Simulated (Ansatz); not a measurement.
# ScCoO2 (element-swapped structure): how the settings move a single-point run

Question: which choices in the input matter for ScCoO2 (element-swapped structure)?

Method: reference: DFT PBEsol, plane waves, PAW, scalar-relativistic, no spin polarisation, in Ansatz 0.2.0.

### Step 1. The structure to begin with

Symmetry: P6_3/mmc, No. 194, hexagonal system. The conventional cell has a = 3.158 Å, b = 3.158 Å, c = 11.203 Å, α = 90.00°, β = 90.00°, γ = 120.00°. Co (site symmetry -6m2) is surrounded by 2 O at 1.80 Å. Around Sc (site symmetry -3m) lie 6 O at 2.08 Å. Around O (site symmetry 3m) lie 1 Co at 1.80 Å and 3 Sc at 2.08 Å.

Structure file:

```cif
data_structure
_symmetry_space_group_name_H-M 'P6_3/mmc'
_symmetry_Int_Tables_number 194
_cell_length_a 3.1584
_cell_length_b 3.1584
_cell_length_c 11.2035
_cell_angle_alpha 90.000
_cell_angle_beta 90.000
_cell_angle_gamma 120.000
_cell_volume 96.78
loop_
_atom_site_label
_atom_site_type_symbol
_atom_site_symmetry_multiplicity
_atom_site_Wyckoff_symbol
_atom_site_fract_x
_atom_site_fract_y
_atom_site_fract_z
_atom_site_occupancy
Co1 Co 2 c 0.33333 0.66667 0.25000 1
Sc1 Sc 2 a 0.00000 0.00000 0.00000 1
O1 O 4 f 0.33333 0.66667 0.08941 1
```

### Step 2. Reference

The input, input.yaml:

```yaml
crystal:
  lattice:
    - [3.15836263, 0.0, 0.0]
    - [-1.57918182, 2.73522482, 0.0]
    - [0.0, 0.0, 11.20348329]
  atoms:
    - { symbol: Co, position: [0.3333, 0.6667, 0.25] }
    - { symbol: Co, position: [0.6666, 0.3333, 0.75] }
    - { symbol: Sc, position: [0.0, 0.0, 0.0] }
    - { symbol: Sc, position: [0.0, 0.0, 0.5] }
    - { symbol: O, position: [0.3333, 0.6667, 0.08941] }
    - { symbol: O, position: [0.6666, 0.3333, 0.58941] }
    - { symbol: O, position: [0.3333, 0.6667, 0.41059] }
    - { symbol: O, position: [0.6667, 0.3334, 0.91059] }
  symmetry: { tolerance: 0.0003 }
kpoints:
  mp_grid: { grid: [7, 7, 2], shift: [0, 0, 0] }
magnetization:
  spin_polarized: false
scf:
  occupations: { method: gaussian, width: 0.1464 }
hamiltonian:
  pseudopotentials: { kind: paw }
  xc: pbesol
basis:
  ecutwfc: 420
output:
  forces: true
  stress: true
  eigenvalues: true
```

Run with:

```
ansatz run input.yaml --threads 1 --pin off --max-ram 2560MiB --backend cpu --events-out ev --progress --plain --runs-dir out
```

The log of the run, cut to the lines that bear on the results:

```text
Warning: the atoms were moved onto the symmetric positions of the space group found under crystal.symmetry.tolerance 3.0e-4 (fractional; no operation is sought that the atoms, as they stand in a round, miss by more than twice it, and no atom is moved by as much as it), and the run uses [...]
Warning: RAYON_NUM_THREADS=1 ignored (pool sized by the plan → 1); use --threads N
[...]
Pseudopotentials: kind: paw
Pseudopotential: Co, paw, valence charge 17, recommended cutoff 420 eV (normal), Co.paw.azcp
Pseudopotential: Sc, paw, valence charge 11, recommended cutoff 420 eV (normal), Sc.paw.azcp
Pseudopotential: O, paw, valence charge 6, recommended cutoff 420 eV (normal), O.paw.azcp
Functional definition: PBEsol
[...]
Crystal: 8 atoms, lattice volume = 96.785 Å³
Basis set: ecut = 420 eV, 1885 PW (Γ), exchange–correlation on 48×48×150 points (8 copies of the dense FFT grid, shifted against one another)
Bands: 48, of which v1, the nominal top of the filled ones, is band 40 counted from 1 (39 counted from 0)
Symmetry: 24 space group operations
Space group: P63/mmc (ITA 194), of the structure as read, at distance tolerance 1.4e-3 Å
k-points: 16 of 98
[...]
SCF iter   1: F=—  HF=-16658.514741 eV  |F-HF|=—  |Δ(HF+E_count)|=         —  Δρ=1.85e-2  dr2=3.18e-1  ethr=1.77e-3  ⟨swp⟩=4.8  Hψ=2584  notcnv=0
[...]
SCF iter  10: F=-16658.452681 eV  HF=-16658.452681 eV  |F-HF|=4.84e-10  |Δ(HF+E_count)|=   4.79e-9  Δρ=3.25e-6  dr2=5.77e-9  ethr=1.25e-10  ⟨swp⟩=4.0  Hψ=2349  notcnv=0
[...]
SCF converged after 10 iterations
Free energy (F): -16658.452681 eV
[...]
E sigma→0 (E₀):  -16658.377238 eV
Entropy (-TS):   -0.150886 eV (-18.861 meV/atom)
Fermi energy:    10.774885 eV
[...]
--- Forces (eV/Å), atoms counted from 1 ---
  atom   1  Co     0.00000000    -0.00000000     0.00000000
  atom   2  Co    -0.00000000    -0.00000000     0.00000000
  atom   3  Sc    -0.00000000    -0.00000000     0.00000000
  atom   4  Sc    -0.00000000    -0.00000000     0.00000000
  atom   5  O      0.00000000    -0.00000000     0.13553605
  atom   6  O     -0.00000000     0.00000000     0.13553605
  atom   7  O      0.00000000    -0.00000000    -0.13553605
  atom   8  O     -0.00000000     0.00000000    -0.13553605
[...]
--- Stress (GPa, compression-positive) ---
       -0.775415       0.000000       0.000000
        0.000000      -0.775415       0.000000
        0.000000       0.000000       3.859543
  P = ⅓ Tr σ = 0.7696 GPa (7.696 kbar)
--- Band table (eV; the first three rows and the last of 16) ---
[...]
```

It took 5.3 s on 1 thread of Arm Neoverse V1, shared host; peak memory 0.39 GiB.

### Step 3. Changing settings: occupations.width 0.2, chi_scale 0.0, lower_state_search standard

input.yaml, as its differences from that of step 2:

```diff
@@ -20,3 +20,5 @@
 scf:
-  occupations: { method: gaussian, width: 0.1464 }
+  occupations: { method: gaussian, width: 0.2 }
+  initial_density: { chi_scale: 0.0 }
+  lower_state_search: standard
 hamiltonian:
```

Run with:

```
ansatz run input.yaml --threads 1 --pin off --max-ram 2560MiB --backend cpu --events-out ev --progress --plain --runs-dir out
```

The log of the run, cut to the lines that bear on the results:

```text
Warning: the atoms were moved onto the symmetric positions of the space group found under crystal.symmetry.tolerance 3.0e-4 (fractional; no operation is sought that the atoms, as they stand in a round, miss by more than twice it, and no atom is moved by as much as it), and the run uses [...]
Warning: RAYON_NUM_THREADS=1 ignored (pool sized by the plan → 1); use --threads N
[...]
Pseudopotentials: kind: paw
Pseudopotential: Co, paw, valence charge 17, recommended cutoff 420 eV (normal), Co.paw.azcp
Pseudopotential: Sc, paw, valence charge 11, recommended cutoff 420 eV (normal), Sc.paw.azcp
Pseudopotential: O, paw, valence charge 6, recommended cutoff 420 eV (normal), O.paw.azcp
Functional definition: PBEsol
[...]
Crystal: 8 atoms, lattice volume = 96.785 Å³
Basis set: ecut = 420 eV, 1885 PW (Γ), exchange–correlation on 48×48×150 points (8 copies of the dense FFT grid, shifted against one another)
Bands: 48, of which v1, the nominal top of the filled ones, is band 40 counted from 1 (39 counted from 0)
Symmetry: 24 space group operations
[...]
SCF iter  11: F=-16658.516072 eV  HF=-16658.516072 eV  |F-HF|=1.33e-9  |Δ(HF+E_count)|=   3.15e-9  Δρ=6.86e-6  dr2=4.01e-8  ethr=1.25e-10  ⟨swp⟩=9.9  Hψ=3703  notcnv=0
[...]
SCF converged after 11 iterations
Free energy (F): -16658.516072 eV
[...]
E sigma→0 (E₀):  -16658.383142 eV
Entropy (-TS):   -0.265860 eV (-33.232 meV/atom)
Fermi energy:    10.792367 eV
[...]
--- Forces (eV/Å), atoms counted from 1 ---
  atom   1  Co     0.00000000     0.00000000     0.00000000
  atom   2  Co    -0.00000000    -0.00000000     0.00000000
  atom   3  Sc     0.00000000    -0.00000000    -0.00000000
  atom   4  Sc     0.00000000     0.00000000     0.00000000
  atom   5  O     -0.00000000    -0.00000000     0.13800468
  atom   6  O      0.00000000     0.00000000     0.13800468
  atom   7  O     -0.00000000    -0.00000000    -0.13800468
  atom   8  O      0.00000000     0.00000000    -0.13800468
[...]
--- Stress (GPa, compression-positive) ---
       -0.595893       0.000000       0.000000
        0.000000      -0.595893       0.000000
        0.000000       0.000000       3.897201
  P = ⅓ Tr σ = 0.9018 GPa (9.018 kbar)
--- Band table (eV; the first three rows and the last of 16) ---
[...]
```

Wall time 5.8 s (1 thread of Arm Neoverse V1, shared host); peak memory 0.37 GiB.

Changing the smearing, start and search for lower states moves the energy by -0.7 meV/atom (σ→0 values). Cost: 11 SCF cycles against 10.

### Step 4. Changed: occupations.width 0.2, ecutwfc 400 eV

input.yaml, as its differences from that of step 2:

```diff
@@ -20,3 +20,3 @@
 scf:
-  occupations: { method: gaussian, width: 0.1464 }
+  occupations: { method: gaussian, width: 0.2 }
 hamiltonian:
@@ -25,3 +25,3 @@
 basis:
-  ecutwfc: 420
+  ecutwfc: "400 eV"
 output:
```

Run with:

```
ansatz run input.yaml --threads 1 --pin off --max-ram 2560MiB --backend cpu --events-out ev --progress --plain --runs-dir out
```

The log of the run, cut to the lines that bear on the results:

```text
Warning: the atoms were moved onto the symmetric positions of the space group found under crystal.symmetry.tolerance 3.0e-4 (fractional; no operation is sought that the atoms, as they stand in a round, miss by more than twice it, and no atom is moved by as much as it), and the run uses [...]
Warning: basis.ecutwfc = 400 eV is below the records' recommended 420 eV, and the density's cutoff is lower with it unless basis.ecutrho_ratio is high enough to keep the records' density cutoff: compare with a run at a higher cutoff
Warning: RAYON_NUM_THREADS=1 ignored (pool sized by the plan → 1); use --threads N
[...]
Pseudopotentials: kind: paw
Pseudopotential: Co, paw, valence charge 17, recommended cutoff 420 eV (normal), Co.paw.azcp
Pseudopotential: Sc, paw, valence charge 11, recommended cutoff 420 eV (normal), Sc.paw.azcp
Pseudopotential: O, paw, valence charge 6, recommended cutoff 420 eV (normal), O.paw.azcp
Functional definition: PBEsol
[...]
Crystal: 8 atoms, lattice volume = 96.785 Å³
Basis set: ecut = 400 eV, 1729 PW (Γ), exchange–correlation on 48×48×150 points (8 copies of the dense FFT grid, shifted against one another)
[...]
k-points: 16 of 98
[...]
SCF iter   1: F=—  HF=-16658.539015 eV  |F-HF|=—  |Δ(HF+E_count)|=         —  Δρ=1.80e-2  dr2=3.09e-1  ethr=1.77e-3  ⟨swp⟩=4.7  Hψ=2540  notcnv=0
[...]
SCF iter  10: F=-16658.477458 eV  HF=-16658.477458 eV  |F-HF|=1.15e-9  |Δ(HF+E_count)|=   4.46e-9  Δρ=3.11e-6  dr2=5.53e-9  ethr=1.25e-10  ⟨swp⟩=4.0  Hψ=2324  notcnv=0
[...]
SCF converged after 10 iterations
Free energy (F): -16658.477458 eV
[...]
E sigma→0 (E₀):  -16658.344524 eV
Entropy (-TS):   -0.265868 eV (-33.233 meV/atom)
Fermi energy:    10.791533 eV
[...]
--- Forces (eV/Å), atoms counted from 1 ---
  atom   1  Co     0.00000000     0.00000000     0.00000000
  atom   2  Co    -0.00000000    -0.00000000     0.00000000
  atom   3  Sc    -0.00000000     0.00000000     0.00000000
  atom   4  Sc     0.00000000     0.00000000     0.00000000
  atom   5  O      0.00000000    -0.00000000     0.13726994
  atom   6  O     -0.00000000     0.00000000     0.13726994
  atom   7  O      0.00000000    -0.00000000    -0.13726994
  atom   8  O     -0.00000000     0.00000000    -0.13726994
[...]
--- Stress (GPa, compression-positive) ---
       -0.593102      -0.000000       0.000000
        0.000000      -0.593102       0.000000
        0.000000       0.000000       3.913250
  P = ⅓ Tr σ = 0.9090 GPa (9.090 kbar)
--- Band table (eV; the first three rows and the last of 16) ---
[...]
```

Run time: 5.2 s. Hardware: 1 thread of Arm Neoverse V1, shared host; peak memory 0.38 GiB.

Changing the smearing and cutoff moves the energy by +4.1 meV/atom (σ→0 values). More than one kind of setting changed, and this run alone doesn't tell their shares apart. The log warns that the cutoff is under what these potentials recommend, so the shift holds truncation error. The variant is not converged in its settings.

### Step 5. Changed: mp_grid.grid [10, 10, 3], scf.algorithm direct_min

input.yaml, as its differences from that of step 2:

```diff
@@ -16,3 +16,3 @@
 kpoints:
-  mp_grid: { grid: [7, 7, 2], shift: [0, 0, 0] }
+  mp_grid: { grid: [10, 10, 3], shift: [0, 0, 0] }
 magnetization:
@@ -21,2 +21,3 @@
   occupations: { method: gaussian, width: 0.1464 }
+  algorithm: direct_min
 hamiltonian:
```

Run with:

```
ansatz run input.yaml --threads 1 --pin off --max-ram 2560MiB --backend cpu --events-out ev --progress --plain --runs-dir out
```

The log of the run, cut to the lines that bear on the results:

```text
Warning: the atoms were moved onto the symmetric positions of the space group found under crystal.symmetry.tolerance 3.0e-4 (fractional; no operation is sought that the atoms, as they stand in a round, miss by more than twice it, and no atom is moved by as much as it), and the run uses [...]
Warning: RAYON_NUM_THREADS=1 ignored (pool sized by the plan → 1); use --threads N
[...]
Pseudopotentials: kind: paw
Pseudopotential: Co, paw, valence charge 17, recommended cutoff 420 eV (normal), Co.paw.azcp
Pseudopotential: Sc, paw, valence charge 11, recommended cutoff 420 eV (normal), Sc.paw.azcp
Pseudopotential: O, paw, valence charge 6, recommended cutoff 420 eV (normal), O.paw.azcp
Functional definition: PBEsol
[...]
Crystal: 8 atoms, lattice volume = 96.785 Å³
Basis set: ecut = 420 eV, 1885 PW (Γ), exchange–correlation on 48×48×150 points (8 copies of the dense FFT grid, shifted against one another)
Bands: 48, of which v1, the nominal top of the filled ones, is band 40 counted from 1 (39 counted from 0)
Symmetry: 24 space group operations
[...]
SCF converged after 6 iterations
Stability not checked: this state was not tested for a lower state beside it, because a direct minimisation reached the state, and no test of it is asked (direct_minimisation; see scf.lower_state_search)
Free energy (F): -16658.434982 eV
[...]
E sigma→0 (E₀):  -16658.352230 eV
Entropy (-TS):   -0.165502 eV (-20.688 meV/atom)
Fermi energy:    10.770607 eV
[...]
--- Forces (eV/Å), atoms counted from 1 ---
  atom   1  Co     0.00000000    -0.00000000     0.00000000
  atom   2  Co    -0.00000000     0.00000000     0.00000000
  atom   3  Sc     0.00000000     0.00000000    -0.00000000
  atom   4  Sc     0.00000000    -0.00000000     0.00000000
  atom   5  O      0.00000000    -0.00000000     0.14368566
  atom   6  O     -0.00000000     0.00000000     0.14368566
  atom   7  O      0.00000000    -0.00000000    -0.14368566
  atom   8  O     -0.00000000     0.00000000    -0.14368566
[...]
--- Stress (GPa, compression-positive) ---
       -0.626973       0.000000       0.000000
        0.000000      -0.626973       0.000000
        0.000000       0.000000       3.715247
  P = ⅓ Tr σ = 0.8204 GPa (8.204 kbar)
--- Band table (eV; the first three rows and the last of 28) ---
[...]
```

Wall time 34 s (1 thread of Arm Neoverse V1, shared host); peak memory 0.63 GiB.

Changing the k-point mesh and solver moves the energy by +2.2 meV/atom. Sampling errors of the energy have no fixed sign. Of the settings changed, the mesh is the one that moves energies this far. Cost: 6 SCF cycles against 10, 34 s against 5.3 s.

### Step 6. Variant: mp_grid.grid [6, 6, 2], chi_scale 0.3, dr2_threshold 1.0e-09

input.yaml, as its differences from that of step 2:

```diff
@@ -16,3 +16,3 @@
 kpoints:
-  mp_grid: { grid: [7, 7, 2], shift: [0, 0, 0] }
+  mp_grid: { grid: [6, 6, 2], shift: [0, 0, 0] }
 magnetization:
@@ -21,2 +21,4 @@
   occupations: { method: gaussian, width: 0.1464 }
+  initial_density: { chi_scale: 0.3 }
+  convergence: { dr2_threshold: 1.0e-09 }
 hamiltonian:
```

Run with:

```
ansatz run input.yaml --threads 1 --pin off --max-ram 2560MiB --backend cpu --events-out ev --progress --plain --runs-dir out
```

The log of the run, cut to the lines that bear on the results:

```text
Warning: the atoms were moved onto the symmetric positions of the space group found under crystal.symmetry.tolerance 3.0e-4 (fractional; no operation is sought that the atoms, as they stand in a round, miss by more than twice it, and no atom is moved by as much as it), and the run uses [...]
Warning: output.stress: scf.convergence.dr2_threshold = 1e-9 eV is looser than the 8e-10 eV advised for a printed stress (1e-10 eV for each atom of the cell: 8). What an SCF threshold leaves in a stress goes as its square root, and in the free energy as the threshold itself, and one [...]
Warning: RAYON_NUM_THREADS=1 ignored (pool sized by the plan → 1); use --threads N
[...]
Pseudopotentials: kind: paw
Pseudopotential: Co, paw, valence charge 17, recommended cutoff 420 eV (normal), Co.paw.azcp
Pseudopotential: Sc, paw, valence charge 11, recommended cutoff 420 eV (normal), Sc.paw.azcp
Pseudopotential: O, paw, valence charge 6, recommended cutoff 420 eV (normal), O.paw.azcp
Functional definition: PBEsol
[...]
Crystal: 8 atoms, lattice volume = 96.785 Å³
[...]
Space group: P63/mmc (ITA 194), of the structure as read, at distance tolerance 1.4e-3 Å
k-points: 14 of 72
[...]
SCF iter   1: F=—  HF=-16776.916048 eV  |F-HF|=—  |Δ(HF+E_count)|=         —  Δρ=8.26e-1  dr2=6.81e2  ethr=3.10e-3  ⟨swp⟩=5.6  Hψ=2507  notcnv=0
[...]
SCF iter  18: F=-16658.436252 eV  HF=-16658.436252 eV  |F-HF|=2.55e-11  |Δ(HF+E_count)|=    0.00e0  Δρ=3.23e-7  dr2=6.12e-11  ethr=1.25e-12  ⟨swp⟩=11.8  Hψ=3134  notcnv=0
[...]
SCF converged after 18 iterations
Free energy (F): -16658.436252 eV
[...]
E sigma→0 (E₀):  -16658.344335 eV
Entropy (-TS):   -0.183835 eV (-22.979 meV/atom)
Fermi energy:    10.721136 eV
[...]
--- Forces (eV/Å), atoms counted from 1 ---
  atom   1  Co     0.00000000    -0.00000000     0.00000000
  atom   2  Co    -0.00000000    -0.00000000     0.00000000
  atom   3  Sc    -0.00000000    -0.00000000     0.00000000
  atom   4  Sc    -0.00000000    -0.00000000     0.00000000
  atom   5  O      0.00000000    -0.00000000     0.16136898
  atom   6  O      0.00000000     0.00000000     0.16136898
  atom   7  O      0.00000000    -0.00000000    -0.16136898
  atom   8  O      0.00000000     0.00000000    -0.16136898
[...]
--- Stress (GPa, compression-positive) ---
       -0.408336       0.000000       0.000000
        0.000000      -0.408336       0.000000
        0.000000       0.000000       3.178586
  P = ⅓ Tr σ = 0.7873 GPa (7.873 kbar)
--- Band table (eV; the first three rows and the last of 14) ---
[...]
```

Run time: 8.1 s. Hardware: 1 thread of Arm Neoverse V1, shared host; peak memory 0.37 GiB.

Changing the k-point mesh, start and convergence setting moves the energy by +2.1 meV/atom, and the largest force goes from 0.14 to 0.16 eV/Å. The energy is not variational in the mesh, so the sign tells nothing. Of the settings changed, the mesh is the one that moves energies this far. Cost: 18 SCF cycles against 10, 8.1 s against 5.3 s.

### Step 7. Side by side

| run | ending | energy change | pressure (GPa) | gap (eV) | force (eV/Å) | cycles | time |
| --- | --- | --- | --- | --- | --- | --- | --- |
| reference | converged | 0 | 0.8 | 0.00 | 0.14 | 10 | 5.3 s |
| 1: occupations.width 0.2, chi_scale 0.0, lower_state_search standard | converged | -0.7 meV/atom (σ→0) | 0.9 | 0.00 | 0.14 | 11 | 5.8 s |
| 2: occupations.width 0.2, ecutwfc 400 eV | converged | +4.1 meV/atom (σ→0) | 0.9 | 0.00 | 0.14 | 10 | 5.2 s |
| 3: mp_grid.grid [10, 10, 3], scf.algorithm direct_min | converged | +2.2 meV/atom | 0.8 | 0.00 | 0.14 | 6 | 34 s |
| 4: mp_grid.grid [6, 6, 2], chi_scale 0.3, dr2_threshold 1.0e-09 | converged | +2.1 meV/atom | 0.8 | 0.00 | 0.16 | 18 | 8.1 s |

Residual by cycle in the longest SCF loop of each run; runs are numbered as in the table. The quantity is the density residual dr2, in eV.

| cycle | reference | run 1 | run 2 | run 3 | run 4 |
| --- | --- | --- | --- | --- | --- |
| 1 | 0.318 | 23.7 | 0.309 | 0.315 | 681 |
| 3 | 0.0316 | 0.615 | 0.027 | 0.00261 | 54.3 |
| 4 | 0.0104 | 0.626 | 0.00796 | 5.8e-5 | 3.75 |
| 6 | 1.2e-4 | 0.0187 | 1.2e-4 | 2.8e-8 | 0.652 |
| 7 | 1.7e-5 | 0.00134 | 1.2e-5 | - | 0.1 |
| 9 | 1.7e-7 | 7.6e-6 | 1.4e-7 | - | 0.0193 |
| 10 | 5.8e-9 | 1.1e-6 | 5.5e-9 | - | 0.00745 |
| 12 | - | - | - | - | 5.9e-5 |
| 13 | - | - | - | - | 4.9e-6 |
| 15 | - | - | - | - | 7.1e-8 |
| 16 | - | - | - | - | 9.7e-9 |
| 18 | - | - | - | - | 6.1e-11 |

Run 2 ran under the cutoff that the potentials recommend, as the log warns, so basis error is mixed into its values. Of the variants the dearest is «mp_grid.grid [10, 10, 3], scf.algorithm direct_min» (34 s), the cheapest «occupations.width 0.2, ecutwfc 400 eV» (5.2 s), on a shared host. The reference leaves spin out although Co can carry a moment, so its state need not be the lowest.

The reference is no final answer either: its mesh is coarse for a cell with so small a gap or none; the structure is made up and not relaxed.
